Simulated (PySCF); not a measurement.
# C₇H₇NO: NMR shifts and electronic excitations in gas and solvents, part 2 of 2

PySCF 2.14.0. Atoms count from 0. The steps go on from the part before.

## (8) TDDFT and polarisability: PBE0/def2-SVPD

The job: settings as JSON, then the geometry in Å.

```
{"job": {"kind": "uv", "xc": "PBE0", "basis": "def2-SVPD", "dynamic": true, "nstates": 6, "ntriplets": 0}, "charge": 0, "multiplicity": 1}
C     -2.301239     0.627536    -0.809233
C     -1.517403    -0.497893    -0.187866
O     -2.031662    -1.559730     0.078399
C     -0.056636    -0.278762     0.094403
C      0.677665    -1.325802     0.657424
C      2.030280    -1.130293     0.919204
N      2.670152     0.009603     0.661216
C      1.971932     1.005294     0.125033
C      0.612630     0.916898    -0.177727
H     -3.348342     0.318627    -0.908624
H     -1.896261     0.874660    -1.803333
H     -2.240473     1.539369    -0.195725
H      0.174635    -2.269090     0.878636
H      2.628419    -1.935987     1.359864
H      2.519283     1.932898    -0.078886
H      0.099812     1.773680    -0.618556
```

Level: TDDFT PBE0/def2-SVPD, vertical, gas phase, core orbitals frozen in the response.

The program printed:

```text
coarse grid: 14096 points
cycle   1  E = -400.0045738334  dE =  1.482e+00  |g| = 7.712e-01  |ddm| = 1.057e+01
cycle   2  E = -399.5980572961  dE =  4.065e-01  |g| = 1.623e+00  |ddm| = 7.037e+00
cycle   3  E = -400.1277145356  dE = -5.297e-01  |g| = 1.512e-01  |ddm| = 4.629e+00
cycle   4  E = -400.1324192365  dE = -4.705e-03  |g| = 6.911e-02  |ddm| = 8.322e-01
cycle   5  E = -400.1335009313  dE = -1.082e-03  |g| = 1.940e-02  |ddm| = 2.430e-01
cycle   6  E = -400.1335899497  dE = -8.902e-05  |g| = 6.007e-03  |ddm| = 5.741e-02
cycle   7  E = -400.1335982148  dE = -8.265e-06  |g| = 2.294e-03  |ddm| = 2.004e-02
final grid: 138264 points
cycle   8  E = -400.1956368239  dE = -3.725e-05  |g| = 1.255e-02  |ddm| = 2.740e-01
cycle   9  E = -400.1955549945  dE =  8.183e-05  |g| = 2.372e-02  |ddm| = 1.357e-01
cycle  10  E = -400.1956702595  dE = -1.153e-04  |g| = 2.273e-03  |ddm| = 7.270e-02
cycle  11  E = -400.1956713714  dE = -1.112e-06  |g| = 4.694e-04  |ddm| = 9.007e-03
cycle  12  E = -400.1956714116  dE = -4.026e-08  |g| = 2.534e-04  |ddm| = 2.865e-03
cycle  13  E = -400.1956714276  dE = -1.601e-08  |g| = 5.362e-05  |ddm| = 1.369e-03
cycle  14  E = -400.1956714283  dE = -6.153e-10  |g| = 2.236e-05  |ddm| = 3.743e-04
converged SCF energy = -400.1956714283

Static polarisability (au): isotropic 89.421, principal 54.045 99.718 114.500

Singlet excitations
state   eV       nm        f      main configurations
  1   3.6660    338.2   0.00001   H->L 0.66, H-1->L 0.30
  2   4.1405    299.4   0.00208   H-1->L 0.65, H->L 0.31
  3   4.7948    258.6   0.04438   H-2->L 0.92
  4   5.1490    240.8   0.00000   H->L+1 0.81, H-1->L+1 0.19
  5   5.7146    217.0   0.17404   H-3->L 0.88, H-2->L+1 0.09
  6   5.9297    209.1   0.00004   H-1->L+1 0.81, H->L+1 0.19
```

It took 51 s on 1 thread of Arm Neoverse V2, shared host; peak memory 0.99 GiB.

Frontier orbitals and where they lie:

```csv
orbital,eV,atoms
HOMO−3,-8.65,"C3 25 %, N6 21 %, C8 14 %"
HOMO−2,-7.98,"C4 23 %, C7 20 %, C5 20 %"
HOMO−1,-7.94,"O2 41 %, N6 28 %, C1 6 %"
HOMO,-7.63,"N6 34 %, O2 23 %, C7 7 %"
LUMO,-2.25,"C1 18 %, O2 18 %, C3 14 %"
LUMO+1,-0.83,"C8 19 %, C5 19 %, C7 18 %"
LUMO+2,0.43,"C1 22 %, O2 15 %, N6 13 %"
```

With each of the 6 states as a Gaussian band of 0.4 eV half-width at 1/e, the curve within the window shown has maxima at 257 nm (ε 1,800), 217 nm (ε 7,100) L/(mol cm). Beyond the last state computed it falls off for lack of states. The curve at chosen wavelengths:

(nm, ε (L/mol/cm)): (199, 1343), (207, 4404), (215, 6937), (224, 5813), (232, 3256), (240, 1832), (248, 1673), (256, 1836), (265, 1673), (273, 1234), (281, 772), (289, 438), (297, 246), (306, 137), (314, 87), (322, 57), (330, 36), (338, 22), (347, 12), (355, 6), (363, 3), (371, 2), (379, 1), (388, 0), (396, 0), (404, 0)

Ground-state properties from the same run:

```
           property  computed
  dipole moment (D)      2.53
polarisability (Å³)     13.25
 HOMO–LUMO gap (eV)      5.38
      −ε(HOMO) (eV)      7.63
C6 with itself (au)      3125
```

## (9) Ultraviolet spectrum: PBE0/def2-SVPD in acetone

Settings changed since step 8:

```diff
@@ -1,2 +1,2 @@
-{"job": {"kind": "uv", "xc": "PBE0", "basis": "def2-SVPD", "dynamic": true, "nstates": 6, "ntriplets": 0}, "charge": 0, "multiplicity": 1}
+{"job": {"kind": "uv", "xc": "PBE0", "basis": "def2-SVPD", "solvent": "acetone", "nstates": 6, "ntriplets": 0}, "charge": 0, "multiplicity": 1}
 C     -2.301239     0.627536    -0.809233
```

Method: TDDFT PBE0/def2-SVPD, vertical, IEF-PCM acetone (non-equilibrium linear response), core orbitals frozen in the response.

The program printed:

```text
coarse grid: 14096 points
cycle   1  E = -400.0296661703  dE =  1.458e+00  |g| = 7.424e-01  |ddm| = 1.065e+01
cycle   2  E = -399.7401576332  dE =  2.895e-01  |g| = 1.432e+00  |ddm| = 6.620e+00
cycle   3  E = -400.1410782230  dE = -4.009e-01  |g| = 1.277e-01  |ddm| = 3.711e+00
cycle   4  E = -400.1445157874  dE = -3.438e-03  |g| = 5.358e-02  |ddm| = 6.788e-01
cycle   5  E = -400.1451720458  dE = -6.563e-04  |g| = 1.328e-02  |ddm| = 1.901e-01
cycle   6  E = -400.1452121422  dE = -4.010e-05  |g| = 3.540e-03  |ddm| = 3.511e-02
cycle   7  E = -400.1452149636  dE = -2.821e-06  |g| = 9.521e-04  |ddm| = 2.001e-02
final grid: 138264 points
cycle   8  E = -400.2071529464  dE = -4.449e-05  |g| = 1.072e-02  |ddm| = 2.729e-01
cycle   9  E = -400.2071074739  dE =  4.547e-05  |g| = 1.872e-02  |ddm| = 1.060e-01
cycle  10  E = -400.2071775915  dE = -7.012e-05  |g| = 2.049e-03  |ddm| = 5.054e-02
cycle  11  E = -400.2071784901  dE = -8.986e-07  |g| = 3.022e-04  |ddm| = 7.643e-03
cycle  12  E = -400.2071785034  dE = -1.330e-08  |g| = 2.035e-04  |ddm| = 2.536e-03
cycle  13  E = -400.2071785135  dE = -1.009e-08  |g| = 4.304e-05  |ddm| = 1.365e-03
cycle  14  E = -400.2071785139  dE = -4.061e-10  |g| = 1.319e-05  |ddm| = 5.096e-04
converged SCF energy = -400.2071785139

Static polarisability (au): isotropic 122.594, principal 73.229 140.677 153.877

Singlet excitations
state   eV       nm        f      main configurations
  1   3.7609    329.7   0.00001   H->L 0.77, H-2->L 0.19
  2   4.3027    288.2   0.00263   H-2->L 0.76, H->L 0.20
  3   4.7161    262.9   0.06363   H-1->L 0.94
  4   5.3600    231.3   0.00000   H->L+1 0.75, H-2->L+1 0.24
  5   5.6584    219.1   0.25142   H-3->L 0.91
  6   6.0942    203.4   0.00002   H-2->L+1 0.75, H->L+1 0.24
```

Run time: 40 s. Hardware: 1 thread of Arm Neoverse V2, shared host; peak memory 1.1 GiB.

This run: HOMO -7.69 eV, LUMO -2.21 eV; lowest singlet 3.76 eV.

## (10) Ultraviolet spectrum: PBE0/def2-SVPD in chloroform

Settings changed since step 9:

```diff
@@ -1,2 +1,2 @@
-{"job": {"kind": "uv", "xc": "PBE0", "basis": "def2-SVPD", "solvent": "acetone", "nstates": 6, "ntriplets": 0}, "charge": 0, "multiplicity": 1}
+{"job": {"kind": "uv", "xc": "PBE0", "basis": "def2-SVPD", "solvent": "chloroform", "nstates": 6, "ntriplets": 0}, "charge": 0, "multiplicity": 1}
 C     -2.301239     0.627536    -0.809233
```

Method: TDDFT PBE0/def2-SVPD, vertical, IEF-PCM chloroform (non-equilibrium linear response), core orbitals frozen in the response.

The program printed:

```text
coarse grid: 14096 points
cycle   1  E = -400.0239076709  dE =  1.463e+00  |g| = 7.483e-01  |ddm| = 1.064e+01
cycle   2  E = -399.7123878301  dE =  3.115e-01  |g| = 1.470e+00  |ddm| = 6.655e+00
cycle   3  E = -400.1377308421  dE = -4.253e-01  |g| = 1.324e-01  |ddm| = 3.873e+00
cycle   4  E = -400.1414164824  dE = -3.686e-03  |g| = 5.642e-02  |ddm| = 7.104e-01
cycle   5  E = -400.1421450093  dE = -7.285e-04  |g| = 1.425e-02  |ddm| = 1.907e-01
cycle   6  E = -400.1421915684  dE = -4.656e-05  |g| = 3.908e-03  |ddm| = 3.844e-02
cycle   7  E = -400.1421949971  dE = -3.429e-06  |g| = 1.212e-03  |ddm| = 1.437e-02
final grid: 138264 points
cycle   8  E = -400.2041614009  dE = -4.316e-05  |g| = 1.112e-02  |ddm| = 2.738e-01
cycle   9  E = -400.2041092525  dE =  5.215e-05  |g| = 1.975e-02  |ddm| = 1.168e-01
cycle  10  E = -400.2041878703  dE = -7.862e-05  |g| = 2.095e-03  |ddm| = 5.822e-02
cycle  11  E = -400.2041888076  dE = -9.373e-07  |g| = 3.375e-04  |ddm| = 7.816e-03
cycle  12  E = -400.2041888248  dE = -1.722e-08  |g| = 2.200e-04  |ddm| = 2.723e-03
cycle  13  E = -400.2041888367  dE = -1.185e-08  |g| = 4.339e-05  |ddm| = 1.440e-03
cycle  14  E = -400.2041888371  dE = -4.057e-10  |g| = 1.413e-05  |ddm| = 4.630e-04
converged SCF energy = -400.2041888371

Static polarisability (au): isotropic 112.927, principal 66.563 129.022 143.196

Singlet excitations
state   eV       nm        f      main configurations
  1   3.7342    332.0   0.00001   H->L 0.74, H-2->L 0.22
  2   4.2545    291.4   0.00268   H-2->L 0.73, H->L 0.23
  3   4.7211    262.6   0.06698   H-1->L 0.94
  4   5.3028    233.8   0.00000   H->L+1 0.77, H-2->L+1 0.23
  5   5.6459    219.6   0.26133   H-3->L 0.92
  6   6.0513    204.9   0.00003   H-2->L+1 0.77, H->L+1 0.23
```

Run time: 39 s. Hardware: 1 thread of Arm Neoverse V2, shared host; peak memory 1.1 GiB.

This run: HOMO -7.66 eV, LUMO -2.21 eV; lowest singlet 3.73 eV.

## (11) Run by run: NMR shifts

Shifts (ppm) of some atoms, chosen among heavy atoms and hydrogens apart, means over like atoms, with basis size and wall time:

```csv
run,C1,C5,C3,H13,H12,O2,N6,functions,time
PBE0/pcSseg-1 in acetone,206.0,158.3,146.0,9.09,8.04,632.6,367.5,188,25 s
PBE0/pcSseg-1 in chloroform,204.3,158.0,145.5,9.07,7.95,642.7,371.1,188,23 s
PBE0/pcSseg-1 in water,206.4,158.4,146.1,9.09,8.06,630.0,366.6,188,24 s
WP04/pcSseg-1 in chloroform,205.7,157.7,146.7,8.75,7.68,606.9,362.3,188,25 s
wB97X-D/pcSseg-1 in chloroform,205.8,159.1,147.6,9.04,8.00,636.3,368.8,188,31 s
```

## (12) Side by side: electronic excitations

Excitations and ground-state properties, with basis size and wall time:

```csv
run,lowest singlet (eV),brightest (eV),f,gap (eV),α (Å³),μ (D),functions,time
PBE0/def2-SVPD,3.67,5.71,0.174,5.38,13.25,2.53,239,51 s
PBE0/def2-SVPD in acetone,3.76,5.66,0.251,5.48,18.17,3.58,239,40 s
PBE0/def2-SVPD in chloroform,3.73,5.65,0.261,5.45,16.73,3.28,239,39 s
```

The continuum's effect on the ground state:

```csv
solvent,ε,polarisation energy (Eh),μ (D)
chloroform,4.71,-0.0098,3.28
acetone,20.49,-0.0140,3.58
```

## (13) Results

What follows sums up all 2 parts.

```
                                                                        quantity                                 value
                                            rotational constants (main isotopes)                  3.84, 1.21, 0.93 GHz
¹³C shifts against TMS (PBE0/pcSseg-1, acetone, means over atoms taken as alike)  206.0, 158.3, 146.0, 128.6, 29.9 ppm
 ¹H shifts against TMS (PBE0/pcSseg-1, acetone, means over atoms taken as alike)                  9.09, 8.04, 2.83 ppm
                                 ¹⁷O shifts against H2O (PBE0/pcSseg-1, acetone)                             632.6 ppm
                                 ¹⁵N shifts against NH3 (PBE0/pcSseg-1, acetone)                             367.5 ppm
                                                 lowest singlet (PBE0/def2-SVPD)           3.67 eV (338 nm), f = 0.000
                                        brightest single state of those computed           state 5, 5.71 eV, f = 0.174
                                   range of the shift of O2 (PBE0/pcSseg-1 runs)                    630.0 to 642.7 ppm
                                                     range of the lowest singlet                       3.67 to 3.76 eV
```

In words: Over 10 steps the energy fell by 0.124 eV; of the close pairs, C7–H14 changed most, 1.057 to 1.096 Å. C1 (ketone carbonyl carbon) lies farthest downfield among carbon, at 206.0 ppm; low-lying n→π* states of the double bond to the heteroatom give a large paramagnetic term (-266 ppm). At PBE0/pcSseg-1: Shielding is most anisotropic at O2 (span 1208 ppm, paramagnetic term -692 ppm). NICS(1)zz of -28 ppm above the planar ring from C3 marks a diatropic (aromatic) ring current. The lowest singlet, at 3.67 eV, is HOMO→LUMO 0.66, HOMO−1→LUMO 0.30 and is dark; of the 6 states computed, the strongest absorption comes from state 5 at 5.71 eV. At one level, PBE0/pcSseg-1: In ppm, O2 moves most: its shift spreads over 12.7 ppm, from 630.0 (PBE0/pcSseg-1 in water) to 642.7 (PBE0/pcSseg-1 in chloroform). The lowest singlet runs from 3.67 eV (PBE0/def2-SVPD) to 3.76 eV (PBE0/def2-SVPD in acetone), while the orbital gap spans 5.38 to 5.48 eV. The lowest state need not be the same one in every run. The continuum holds electrostatics alone: no hydrogen bonds to the solvent, and the gas-phase geometry is kept.
